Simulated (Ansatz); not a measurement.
# LiB2C2: the cost of one run

Program: Ansatz 0.2.0. Level of theory: DFT PBEsol, scalar-relativistic, plane waves, PAW. These are calculated values, not measurements.

1 further run of the same task is left out (it didn't finish).

### 1 The starting structure

It takes space group P-3m1 (No. 164, trigonal). The conventional cell has a = 2.715 Å, b = 2.715 Å, c = 7.118 Å, α = 90.00°, β = 90.00°, γ = 120.00°. Li (site symmetry -3m) has 6 C at 2.33 Å and 6 B at 2.37 Å as nearest neighbours. B (site symmetry 3m) is surrounded by 3 C at 1.57 Å. C (site symmetry 3m) has 3 B at 1.57 Å as nearest neighbours.

Structure file:

```cif
data_structure
_symmetry_space_group_name_H-M 'P 1'
_symmetry_Int_Tables_number 1
_cell_length_a 2.7146
_cell_length_b 2.7146
_cell_length_c 7.1181
_cell_angle_alpha 90.000
_cell_angle_beta 90.000
_cell_angle_gamma 120.000
_cell_volume 45.43
loop_
_atom_site_label
_atom_site_type_symbol
_atom_site_fract_x
_atom_site_fract_y
_atom_site_fract_z
_atom_site_occupancy
Li1 Li 0.00000 0.00000 0.50000 1
B1 B 0.33333 0.66667 0.74981 1
B2 B 0.66667 0.33333 0.25019 1
C1 C 0.33333 0.66667 0.25822 1
C2 C 0.66667 0.33333 0.74178 1
```

The structure comes from the Materials Project (structure only).

### 2 Functional and cell changed: PBEsol

What differs from the listed cell: strain xx, yy, zz, yz, xz, xy = +2.5, +2.5, +2.5, +0.0, +0.0, +0.0 %.

Input file input.yaml:

```yaml
crystal:
  lattice:
    - [2.7827818608, 0.0, 0.0]
    - [-1.3913909303, 2.4099597846, 0.0]
    - [0.0, 0.0, 7.2967161303]
  atoms:
    - { symbol: Li, position: [0.0, 0.0, 0.5] }
    - { symbol: B, position: [0.33333333, 0.66666667, 0.749813] }
    - { symbol: B, position: [0.66666667, 0.33333333, 0.250187] }
    - { symbol: C, position: [0.33333333, 0.66666667, 0.258219] }
    - { symbol: C, position: [0.66666667, 0.33333333, 0.741781] }
basis:
  ecutwfc: 420
kpoints:
  mp_grid: { grid: [15, 15, 6] }
hamiltonian:
  xc: pbesol
scf:
  occupations: { method: gaussian, width: 0.1 }
output:
  forces: true
  stress: true
  eigenvalues: true
```

Command:

```console
$ ansatz run input.yaml --threads 1 --pin off --max-ram 1331MiB --backend cpu --events-out ev --progress --plain --runs-dir out
```

**Question.** How long does this run take on 1 thread of an x86-64 CPU, shared host, and how much memory does it need?

About 9.6 s, with a peak of 0.39 GiB.
